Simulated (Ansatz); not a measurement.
# InF₃: a ladder of functionals and wavefunction methods

An exercise on one series of results from a longer session: the logs are not shown, and one member is left open.

Method: functionals in def2-TZVPP, the program's frozen cores in correlated methods; program: Ansatz 0.2.0, Gaussian basis.

Levels to be run: LDA (SPW92), PBE-D4, revPBE-D4, BLYP-D4, r2SCAN-D4, B97M-V, PBE0-D4, B3LYP-D4, r2SCANh-D4, r2SCAN0-D4, HSE06-D4, BHLYP-D4, CAM-B3LYP-D4, LC-ωPBE, ωB97X-V, ωB97M-V, B2PLYP, PBE-QIDH; CCSD(T)/def2-SVP; CCSD(T)/def2-TZVPP; MP2/def2-QZVPP; extrapolation to the limit; RPA on PBE.

## The relaxed structure

All runs share one geometry, relaxed beforehand with PBE0-D4 in a triple-zeta def2 set. In takes the def2 core potential; no spin-orbit term is included.

SMILES `[F][In]([F])[F]`, 4 atoms, charge 0, spin multiplicity 1.

Atoms are counted from 1 here; the program's logs count them from 0.

Bond lengths: F1–In2 1.918 Å, In2–F3 1.918 Å, In2–F4 1.918 Å. Angles: F1–In2–F3 120.0°, F1–In2–F4 120.0°, F3–In2–F4 120.0°.

The first run:

Input file in.yaml:

```yaml
crystal:
  periodic: [false, false, false]
  atoms:
    - {symbol: F, position_ang: [-1.305657, -0.375485, 1.339823]}
    - {symbol: In, position_ang: [0.013932, -0.015074, -0.005127]}
    - {symbol: F, position_ang: [1.768078, -0.777134, 0.143748]}
    - {symbol: F, position_ang: [-0.420952, 1.107392, -1.498744]}
basis:
  gaussian: {orbitals: def2-TZVPP}
hamiltonian: {xc: lda}
output: {orbitals: {seedname: orbitals}}
```

Among the steps run: LDA; PBE-D4 (GGA); revPBE-D4 (GGA); BLYP-D4 (GGA); r2SCAN-D4 (meta-GGA); B97M-V (meta-GGA); PBE0-D4 (hybrid); B3LYP-D4 (hybrid); r2SCANh-D4 (hybrid); r2SCAN0-D4 (hybrid); HSE06-D4 (hybrid); BHLYP-D4 (hybrid); CAM-B3LYP-D4 (range-separated); LC-ωPBE-D4 (range-separated; the results give it without D4); ωB97X-V (range-separated); ωB97M-V (range-separated); B2PLYP (double hybrid); PBE-QIDH (double hybrid).

One table of the session follows, with a row left open; its other results are not shown here.

It belongs to the step «Frontier levels by functional». 

```
  functional  HOMO (eV)  LUMO (eV)  gap (eV)
 LDA (SPW92)      -9.50      -4.78      4.72
      PBE-D4      -9.18      -4.36      4.82
   revPBE-D4      -9.07      -4.19      4.88
     BLYP-D4      -9.14      -4.39      4.75
   r2SCAN-D4      -9.62      -4.13      5.49
      B97M-V      -9.72      -4.24      5.48
     PBE0-D4     -11.14      -3.42      7.73
    B3LYP-D4     -10.87      -3.83      7.05
  r2SCANh-D4     -10.36      -3.79      6.57
  r2SCAN0-D4     -11.48      -3.28      8.20
    HSE06-D4     -10.73      -3.79      6.94
    BHLYP-D4     -13.09      -2.60     10.49
CAM-B3LYP-D4     -12.72      -2.50     10.22
     LC-ωPBE     -13.97      -1.01     12.96
     ωB97X-V          ?          ?         ?
     ωB97M-V     -13.63      -1.37     12.26
```

Q: Estimate the row for ωB97X-V from the others.

**Answer.** HOMO (eV): -13.66; LUMO (eV): -1.20; gap (eV): 12.45. In the column «HOMO (eV)» it lies between LC-ωPBE (-13.97) and ωB97M-V (-13.63).
